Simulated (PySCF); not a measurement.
# The bond of HgS, level by level

What are the lowest state that PBE0 finds, the bond length, vibrational wavenumber and bond energy of HgS, and how much do these hang on the method?

The runs use PySCF 2.14.0; Hg def2-TZVPP with ECP60, S def2-TZVPP, scalar-relativistic core potentials.

## 1. The job

The job is set up so:

```
atoms                         : Hg, S
charge                        : 0
basis                         : Hg def2-TZVPP with ECP60, S def2-TZVPP
Hamiltonian                   : scalar-relativistic core potentials
basis functions               : 101
electrons treated             : 36
masses in u                   : 201.9706, 31.9721
levels                        : PBE0, PBE, r²SCAN, r²SCAN0, M06-2X, PW91, BP86, LC-ωPBE, HF, MP2, SCS-MP2, CCSD, CCSD(T)
grid                          : 80 radial by 434 angular points
occupations                   : held fixed by the projection of orbital angular momentum
dissociation limit            : Hg + S, each in its ground configuration
starting distance in angstrom : 2.360
values of 2S to try           : 0, 2
```

Launch:

```console
> OMP_NUM_THREADS=2 python dia.py task.json out
```

The runs that follow: PBE0 along the bond; Other states along the same grid; PBE (GGA); r²SCAN (meta-GGA); r²SCAN0; M06-2X; PW91 (GGA); BP86; LC-ωPBE (range-separated hybrid); ROHF; Adding correlation.

Before running it: what results should come out? Wanted: for each run, Re; ωe; De; μ.

The runs gave:

Lowest PBE0 solution found, without spin–orbit coupling: ³Π (triplet), unpaired electrons σ ↑, π ↑. State 2 has its PBE0 minimum 0.05 eV higher. State 3 has its PBE0 minimum 0.20 eV higher, as a spin-mixed determinant (⟨S²⟩ = 1.01), so this is no gap between pure states. The other levels ran on the lowest alone.

| level | Re (Å) | ωe (cm⁻¹) | De (eV) | μ (D) |
| --- | --- | --- | --- | --- |
| ROHF-CCSD(T) | 2.568 | 159.1 | 0.162 | n/a |
| PBE | 2.536 | 193.8 | 0.53 | -1.44 |
| PW91 | 2.535 | 194.4 | 0.54 | -1.41 |
| BP86 | 2.546 | 190.4 | 0.489 | -1.44 |
| r²SCAN | 2.485 | 219.6 | 0.59 | -1.52 |
| PBE0 | 2.507 | 204.9 | 0.461 | -1.62 |
| r²SCAN0 | 2.475 | 222.5 | 0.50 | -1.64 |
| M06-2X | 2.530 | 199.2 | 0.458 | -1.83 |
| LC-ωPBE | 2.427 | 252.8 | 0.473 | -1.90 |

De is counted to Hg + S in their ground configurations. A positive dipole means Hg(−)S(+). No constants: ROHF (no minimum is bracketed among the points kept); ROHF-MP2 (the points don't follow one smooth fit); ROHF-SCS-MP2 (the points don't follow one smooth fit); ROHF-CCSD (fits of two degrees disagree).

What this shows: The methods spread over 0.141 Å in bond length, from LC-ωPBE to ROHF-CCSD(T). CCSD(T) can't serve as the judge here: for a weak bond in this basis it is far from its limit. Of the levels with a De here, ROHF-CCSD(T) gives the least (0.162 eV) and r²SCAN the most (0.59 eV).

Correlated steps freeze 5 core orbitals. Spin–orbit coupling is left out, which matters for elements this heavy, above all for dissociation energies. With spin–orbit coupling the term label itself may not hold.
